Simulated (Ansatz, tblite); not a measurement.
# CdTe with GFN1-xTB from a Python script

These are simulated results from tblite 0.8.0, not measurements. The cell began as a measured structure and was relaxed with r2SCAN in plane waves (Ansatz 0.2.0). All runs are without spin polarisation.

The symmetry is F-43m (No. 216, cubic); a = 6.560 Å in the conventional setting, 35.28 Å³ an atom. Cd has 4 Te at 2.84 Å; Te has 4 Cd at 2.84 Å.

tblite solves periodic systems at the zone centre alone, so the script builds a cluster of 2×2×2 conventional cells (64 atoms), which folds in a coarse mesh of k points.

run.py reads:

```python
import json
from ase import Atoms
from ase.build import make_supercell
from ase.units import Bohr, GPa, Hartree
from tblite.interface import Calculator

atoms = Atoms(['Cd', 'Te'],
              cell=[[0.0, 3.27990125, 3.27990125], [3.27990125, 0.0, 3.27990125], [3.27990125, 3.27990125, 0.0]],
              scaled_positions=[[0.0, 0.0, 0.0], [0.25, 0.25, 0.25]],
              pbc=True)
cluster = make_supercell(atoms, [[-2, 2, 2], [-2, -2, 2], [2, -2, 2]])
calc = Calculator('GFN1-xTB', cluster.numbers, cluster.positions / Bohr, lattice=cluster.cell[:] / Bohr, periodic=cluster.pbc)
calc.set('temperature', 0.02 / Hartree)
calc.set('max-iter', 150)
res = calc.singlepoint()
levels = res.get('orbital-energies') * Hartree
nv = round(res.get('orbital-occupations').sum() / 2)
cells = len(cluster) // len(atoms)
out = {'energy_per_cell': res.get('energy') * Hartree / cells, 'homo': levels[nv - 1], 'lumo': levels[nv],
       'stress': (-res.get('virial') * Hartree / cluster.get_volume() / GPa).tolist(), 'charges': res.get('charges')[:len(atoms)].tolist(), 'electrons': 2 * nv / cells}
json.dump(out, open('results.json', 'w'))
for key, value in out.items():
    print(key, value)
```

Command: `python run.py`. It took 2.4 s on 1 thread of Arm Neoverse V1 (shared host), peak memory 0.12 GiB.

What it printed:

```
------------------------------------------------------------
  cycle        total energy    energy error   density error
------------------------------------------------------------
      1     -151.1315549990  -1.5084451E+02   5.0728927E-01
      2     -150.5533467938   5.7820821E-01   3.0332944E-01
      3     -149.7149905648   8.3835623E-01   3.2134911E-01
      4     -151.8936364088  -2.1786458E+00   1.4897812E-02
      5     -151.8943138902  -6.7748140E-04   2.9941895E-03
      6     -151.8944305817  -1.1669150E-04   9.3637594E-04
      7     -151.8944456831  -1.5101458E-05   1.1735242E-04
      8     -151.8944458884  -2.0530402E-07   6.1064780E-05
      9     -151.8944459606  -7.2170025E-08   1.1728558E-06
------------------------------------------------------------

 total:                                   1.750 sec
energy_per_cell -129.16432512472412
homo -8.990390846992293
lumo -8.990390846980098
stress [[2.0533322178201265, 3.699580909744983e-07, -3.6995810607500934e-07], [3.699580909320874e-07, 2.053332217820108, -3.699580677065313e-07], [-3.6995810612540664e-07, -3.6995806771854926e-07, 2.0533322178201394]]
charges [0.10616060725272503, -0.10616341659337838]
electrons 8.0
```

The cycle table is in hartree for the whole cluster, and the lines after it are in eV (the energy for one cell). The printed stress is in GPa and positive in compression, and the pressure is its mean diagonal.

GFN1-xTB gives no gap at the points read. On the same cell, plane-wave PBE (Ansatz, 6×6×6 k points and the special points) gives a gap of 0.66 eV and r2SCAN a gap of 1.16 eV; on shared hosts these took about 3.5 and 8.2 core-seconds on the 2-atom cell, against 2.4 for the script. Spin-orbit coupling, left out in all these runs, can cut or reorder the gap by tenths of an eV, up to about 1 eV with Pb or Bi. This method closes a gap that PBE finds, a failure in kind.

The same script was run on cells scaled at fixed shape and fractional coordinates:

```
volume (Å³/atom)  energy (meV/atom)  pressure (GPa, positive in compression)  gap (eV)
           31.05              142.5                                     9.45      0.39
           33.17               49.0                                     5.32      0.01
           35.28                0.0                                     2.05      0.00
           37.40               -9.0                                    -0.55      0.00
           39.52               11.6                                    -2.45      0.00
```

The pressure crosses zero near 37.0 Å³/atom, but the curve is too rough for a fit.

xTB was fitted mostly to molecules, and a small cluster samples few k points, so gaps, pressures and kinks along a curve can be far from a solid's.

Spin-orbit coupling is left out, which matters wherever the heavy atoms make up the band edges.
